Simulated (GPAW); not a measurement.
The system is GaF.

```
Ga F
1.0
     3.16592    0.00000    0.00000
     0.00000    3.16592    0.00000
     0.00000    0.00000    3.16592
Ga F
1 1
Direct
  0.00000 0.00000 0.00000
  0.50000 0.50000 0.50000
```

The cell was built by a generator and needn't be a form met in nature.

Base run:

| Item | Value |
| --- | --- |
| Program | GPAW 26.7.0 |
| Functional | vdW-DF2 |
| Potentials or basis | GPAW PAW data sets (gpaw-data 1.2.1) |
| Cutoff | 800 eV |
| Basis | pw |
| k mesh | 8 × 8 × 8 |
| Occupations | fermi-dirac, width 0.05 eV |
| Spin | no spin polarisation |

Its results: band gap on the k mesh 0.91 eV, indirect (least direct gap 1.49 eV).

Task: After a change of settings the same cell gave: band gap on the k mesh 0.58 eV, indirect (least direct gap 1.46 eV). Which change was it?
A. functional from vdW-DF2 to PW91; potentials or basis from GPAW PAW data sets (gpaw-data 1.2.1) to PAW data sets generated in the run's folder for this functional
B. functional from vdW-DF2 to r2SCAN
C. functional from vdW-DF2 to AM05; potentials or basis from GPAW PAW data sets (gpaw-data 1.2.1) to PAW data sets generated in the run's folder for this functional
D. functional from vdW-DF2 to LDA; potentials or basis from GPAW PAW data sets (gpaw-data 1.2.1) to the program's PAW data sets (release 1.2.1) made for this functional

Result: B.

Not every run made on this cell is shown here.
